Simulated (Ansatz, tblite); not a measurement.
# B(phosphinine)H3 (C5H8BP): spin-state energies by level

Is the singlet the ground state of B(phosphinine)H3 (C5H8BP)? Other spin states are computed and compared level by level.

The runs use Ansatz 0.2.0, Gaussian basis; as each input shows.

The runs, in order: triplet, at the geometry of the singlet (GFN1-xTB, GFN2-xTB, PBE0-D4/def2-TZVP, PBE-D4/def2-TZVP, r2SCAN-D4/def2-TZVP); the singlet's energies come from earlier runs.

2 further runs of the same task are left out: 1 that didn't finish, 1 set aside as unsound or not needed.

### 1 The structure

The geometry is that of the singlet, from an earlier relaxation (PBE0-D4/def2-SVP).

15 atoms, charge 0, spin multiplicity 1.

Bond lengths: B1–P2 1.913 Å, B1–H13 1.220 Å, B1–H14 1.220 Å, B1–H15 1.222 Å, P2–C3 1.713 Å, P2–C7 1.713 Å, C3–C4 1.392 Å, C3–H8 1.093 Å, C4–C5 1.396 Å, C4–H9 1.094 Å, C5–C6 1.396 Å, C5–H10 1.092 Å, C6–C7 1.392 Å, C6–H11 1.094 Å, C7–H12 1.093 Å. Angles: P2–B1–H13 104.0°, P2–B1–H14 103.9°, P2–B1–H15 104.4°, H13–B1–H14 115.3°, H13–B1–H15 113.7°, H14–B1–H15 113.8°, B1–P2–C3 127.6°, B1–P2–C7 127.6°, C3–P2–C7 104.8°, P2–C3–C4 122.2°, P2–C3–H8 117.8°, C4–C3–H8 120.0°, C3–C4–C5 123.9°, C3–C4–H9 118.0°, C5–C4–H9 118.1°, C4–C5–C6 123.0°, C4–C5–H10 118.5°, C6–C5–H10 118.5° and more.

### 2 Triplet at the fixed geometry, GFN1-xTB

Tight binding, by tblite at 300 K electronic temperature and without a spin-polarisation term:

```python
tblite.interface.Calculator('GFN1-xTB', numbers, positions, charge=0, uhf=2).singlepoint()
```

Energy -508.6130 eV; 0.039 s.

### 3 Triplet at the fixed geometry, GFN2-xTB

Tight binding, by tblite at 300 K electronic temperature and without a spin-polarisation term:

```python
tblite.interface.Calculator('GFN2-xTB', numbers, positions, charge=0, uhf=2).singlepoint()
```

Energy -499.7893 eV; 0.027 s.

### 4 Triplet at the fixed geometry, PBE0-D4/def2-TZVP

in.yaml reads:

```yaml
crystal:
  periodic: [false, false, false]
  atoms:
    - {symbol: B, position_ang: [1.019394, 1.652825, -1.982684]}
    - {symbol: P, position_ang: [0.327857, 0.531439, -0.595949]}
    - {symbol: C, position_ang: [-1.221949, 0.604187, 0.130071]}
    - {symbol: C, position_ang: [-1.627195, -0.300974, 1.107165]}
    - {symbol: C, position_ang: [-0.827242, -1.341033, 1.584128]}
    - {symbol: C, position_ang: [0.470972, -1.573529, 1.125829]}
    - {symbol: C, position_ang: [1.099123, -0.803665, 0.150822]}
    - {symbol: H, position_ang: [-1.899406, 1.399244, -0.193277]}
    - {symbol: H, position_ang: [-2.631602, -0.188251, 1.526702]}
    - {symbol: H, position_ang: [-1.234800, -2.001700, 2.352506]}
    - {symbol: H, position_ang: [1.029426, -2.408885, 1.559296]}
    - {symbol: H, position_ang: [2.121333, -1.039762, -0.157389]}
    - {symbol: H, position_ang: [2.220114, 1.682186, -1.768248]}
    - {symbol: H, position_ang: [0.435448, 2.711764, -1.821451]}
    - {symbol: H, position_ang: [0.718516, 1.076164, -3.017539]}
basis:
  gaussian: {orbitals: def2-TZVP}
magnetization: {spin_polarized: true, initial_magnetization: 2}
hamiltonian: {xc: pbe0, dispersion: d4}
scf: {omitted_lower_state_checks: [starts]}
output: {orbitals: {seedname: orbitals}}
```

Started as:

```console
$ ansatz run in.yaml --threads 4 --pin off --events-out ev --progress --plain --max-ram 4787MiB
```

The log of the run:

```text
Functional definition: PBE0
  name "PBE0"
  cite "Adamo & Barone, J. Chem. Phys. 110, 6158 (1999) doi:10.1063/1.478522"
  cite "Perdew, Burke & Ernzerhof, Phys. Rev. Lett. 77, 3865 (1996) doi:10.1103/PhysRevLett.77.3865"
  parent pbe
  parameter a = 0.25
  parameter kappa = 0.804
  parameter beta = 0.06672455060314922
  exchange = (1 - a)*pbe_x(kappa = kappa, mu = beta*pi^2/3) + a*exact_x
  correlation = pbe_c(beta = beta)
these checks for a lower state are left out or cut short: starts
1703 factors; their error is unknown
mean field evaluation 1: about -15254.4102 eV, gradient 5.0e1 eV
mean field evaluation 2: about -15236.2376 eV, gradient 7.4e1 eV
mean field evaluation 4: about -15266.8815 eV, gradient 6.1e0 eV
mean field evaluation 8: about -15267.3123 eV, gradient 1.6e0 eV
mean field evaluation 16: about -15267.8085 eV, gradient 1.3e-1 eV
mean field -15267.80974927 eV, -561.0816593926 hartree, gradient 1.8e-6 eV, S^2 2.035158; 0 other end points of the search recorded, 0 dependent functions left out
reference -15267.80978720 eV, -561.0816607864 hartree; 30, 28 occupied and 241, 243 virtual orbitals, 1703 factors
Total energy: -15268.17596734 eV, -561.0951176585 hartree
Checks for a lower state left out: starts
```

It took 49 s on 4 threads of Intel Xeon at 2.50GHz, shared host; peak memory 1.6 GiB.

HOMO -4.10 eV, LUMO -5.14 eV (over both spins; with the spin held, an empty level of the minority spin lies below the top filled one); ⟨S²⟩ 2.035 (pure: 2.00).

### 5 Triplet at the fixed geometry, PBE-D4/def2-TZVP

start.molden holds the orbitals of an earlier run on this state, given as this run's starting guess.

Changes to in.yaml since step 4:

```diff
@@ -19,5 +19,5 @@
 basis:
-  gaussian: {orbitals: def2-TZVP}
+  gaussian: {orbitals: def2-TZVP, initial_orbitals: start.molden}
 magnetization: {spin_polarized: true, initial_magnetization: 2}
-hamiltonian: {xc: pbe0, dispersion: d4}
+hamiltonian: {xc: pbe, dispersion: d4}
 scf: {omitted_lower_state_checks: [starts]}
```

Same command.

The log of the run:

```text
Functional definition: PBE
  name "PBE"
  cite "Perdew, Burke & Ernzerhof, Phys. Rev. Lett. 77, 3865 (1996) doi:10.1103/PhysRevLett.77.3865"
  parent pbe
  parameter kappa = 0.804
  parameter beta = 0.06672455060314922
  exchange = pbe_x(kappa = kappa, mu = beta*pi^2/3)
  correlation = pbe_c(beta = beta)
these checks for a lower state are left out or cut short: starts
1691 factors; their error is unknown
mean field evaluation 1: about -15266.1687 eV, gradient 8.0e0 eV
mean field evaluation 2: about -15266.3374 eV, gradient 2.9e-1 eV
mean field evaluation 4: about -15266.2911 eV, gradient 1.4e-2 eV
mean field evaluation 8: about -15266.2911 eV, gradient 1.7e-5 eV
mean field -15266.29105513 eV, -561.0258484125 hartree, gradient 1.7e-5 eV, S^2 2.012500; 0 other end points of the search recorded, 0 dependent functions left out
reference -15266.29110682 eV, -561.0258503120 hartree; 30, 28 occupied and 241, 243 virtual orbitals, 1691 factors
Total energy: -15266.72377870 eV, -561.0417507103 hartree
Checks for a lower state left out: starts
```

Run time: 12 s. Hardware: 4 threads of Intel Xeon at 2.50GHz, shared host.

Report: HOMO -3.09 eV, LUMO -5.91 eV (over both spins; with the spin held, an empty level of the minority spin lies below the top filled one); ⟨S²⟩ 2.012 (pure: 2.00).

### 6 Triplet at the fixed geometry, r2SCAN-D4/def2-TZVP

Changes to in.yaml since step 5:

```diff
@@ -21,3 +21,3 @@
 magnetization: {spin_polarized: true, initial_magnetization: 2}
-hamiltonian: {xc: pbe, dispersion: d4}
+hamiltonian: {xc: r2scan, dispersion: d4}
 scf: {omitted_lower_state_checks: [starts]}
```

Same command.

The log of the run:

```text
Functional definition: r2SCAN
  name "r2SCAN"
  cite "Furness, Kaplan, Ning, Perdew & Sun, J. Phys. Chem. Lett. 11, 8208 (2020) doi:10.1021/acs.jpclett.0c02405"
  cite "Furness, Kaplan, Ning, Perdew & Sun, J. Phys. Chem. Lett. 11, 9248 (2020) doi:10.1021/acs.jpclett.0c03077"
  parent r2scan
  parameter k0 = 0.174
  parameter k1 = 0.065
  parameter a1 = 4.9479
  exchange = r2scan_x(k0 = k0, k1 = k1, a1 = a1)
  correlation = r2scan_c
these checks for a lower state are left out or cut short: starts
1691 factors; their error is unknown
mean field evaluation 1: about -15274.5725 eV, gradient 4.9e0 eV
mean field evaluation 2: about -15274.6350 eV, gradient 9.3e-2 eV
mean field evaluation 4: about -15274.5966 eV, gradient 2.4e-3 eV
mean field evaluation 8: about -15274.5966 eV, gradient 1.9e-5 eV
mean field -15274.59655352 eV, -561.3310698485 hartree, gradient 8.4e-6 eV, S^2 2.043176; 0 other end points of the search recorded, 0 dependent functions left out
reference -15274.59657166 eV, -561.3310705151 hartree; 30, 28 occupied and 241, 243 virtual orbitals, 1691 factors
Total energy: -15274.70573522 eV, -561.3350822019 hartree
Checks for a lower state left out: starts
```

Run time: 50 s. Hardware: 4 threads of Intel Xeon at 2.50GHz, shared host; peak memory 1.1 GiB.

Report: HOMO -3.35 eV, LUMO -5.71 eV (over both spins; with the spin held, an empty level of the minority spin lies below the top filled one); ⟨S²⟩ 2.043 (pure: 2.00).

### 7 Triplet less singlet, vertical

The singlet's energies are those of its earlier runs, whose logs aren't repeated here.

```csv
level,"triplet less singlet, vertical (eV)",time
GFN1-xTB,+3.463,0.081 s
GFN2-xTB,+3.269,0.054 s
PBE-D4/def2-TZVP,+3.307,21 s
r2SCAN-D4/def2-TZVP,+3.226,62 s
PBE0-D4/def2-TZVP,+3.303,60 s
```

Times add the two runs; a level without a time comes out of a correlated run. Tight binding without a spin term can't rank spin states.

### 8 Results

| quantity | value |
| --- | --- |
| triplet less singlet, vertical, functionals in def2-TZVP | +3.226 (r2SCAN-D4) to +3.307 eV (PBE-D4) |

In words: All functionals put the triplet above the singlet, over a spread of 0.081 eV. The checks for a lower triplet were left out, so another state of that spin may lie lower. These are electronic energies, without zero-point motion, entropy or surroundings.
